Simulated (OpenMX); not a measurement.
Input of an OpenMX 3.8.5 run:

File run.py:

```python
from ase.io import read
from ase.calculators.openmx import OpenMX
from ase.calculators.mixing import SumCalculator
from dftd3.ase import DFTD3

atoms = read('POSCAR')

def calculator():
    omx = OpenMX(
        label='AlN',
        command='openmx',
        nohup=True,
        xc='GGA-PBE',
        kpts=(7, 7, 5),
        system_currentdirectory='./',
        data_path='./DFT_DATA13',
        level_of_fileout=0,
        definition_of_atomic_species=[['Al', 'Al7.0-s2p2d1', 'Al_PBE13'], ['N', 'N6.0-s2p2d1', 'N_PBE13']],
        atoms_speciesandcoordinates_unit='Ang',
        atoms_speciesandcoordinates=[['1', 'Al', '0', '0', '0', 1.5, 1.5], ['2', 'Al', '0', '0', '0', 1.5, 1.5], ['3', 'N', '0', '0', '0', 2.5, 2.5], ['4', 'N', '0', '0', '0', 2.5, 2.5]],
        scf_spinpolarization='off',
        scf_electronictemperature=580.226,
        scf_energycutoff=400.0,
        scf_maxiter=100,
        scf_eigenvaluesolver='band',
        scf_mixing_type='rmm-diisk',
        scf_init_mixing_weight=0.05,
        scf_min_mixing_weight=0.001,
        scf_max_mixing_weight=0.3,
        scf_mixing_history=25,
        scf_mixing_startpulay=8,
        scf_criterion=1e-08,
    )
    return SumCalculator([omx, DFTD3(method='pbe', damping='d3bj')])

atoms.calc = calculator()
print('stress_eV_A3', atoms.get_stress().round(8).tolist())
print('forces_eV_A', atoms.get_forces().round(6).tolist())
print('energy_eV', round(atoms.get_potential_energy(), 6))
print('dispersion_eV', round(atoms.calc.mixer.calcs[1].get_potential_energy(atoms), 6))
```

POSCAR

```
AlN
1.0
    3.1130000000      0.0000000000      0.0000000000
   -1.5565000000      2.6959370820      0.0000000000
    0.0000000000      0.0000000000      4.9810000000
Al N
2 2
Direct
    0.6666666667      0.3333333333      0.5000000000
    0.3333333333      0.6666666667      0.0000000000
    0.6666666667      0.3333333333      0.8800000000
    0.3333333333      0.6666666667      0.3800000000
```

Potentials or basis: OpenMX 2013 PBE set, Al7.0-s2p2d1, N6.0-s2p2d1, grid cutoff 400 Ry.

The run is started by

```console
$ python run.py > run.log
```

Task: Predict the band gap on the k mesh.

Result: 4.89 eV, direct.

Task: Estimate the pressure.

Result: -1.4 GPa.

Forces on the atoms (eV/Å):
```
Al   0.001  0.013 -0.073
Al  -0.001 -0.013 -0.073
N   -0.001  0.012  0.075
N    0.001 -0.012  0.075
```

Caveat: an odd mesh through Γ misses points on the zone boundary, where band edges often lie; the basis of atomic orbitals isn't converged, which shifts pressures, moduli and gaps.

The gap isn't set beside the measured one, since this odd mesh misses points on the zone boundary.
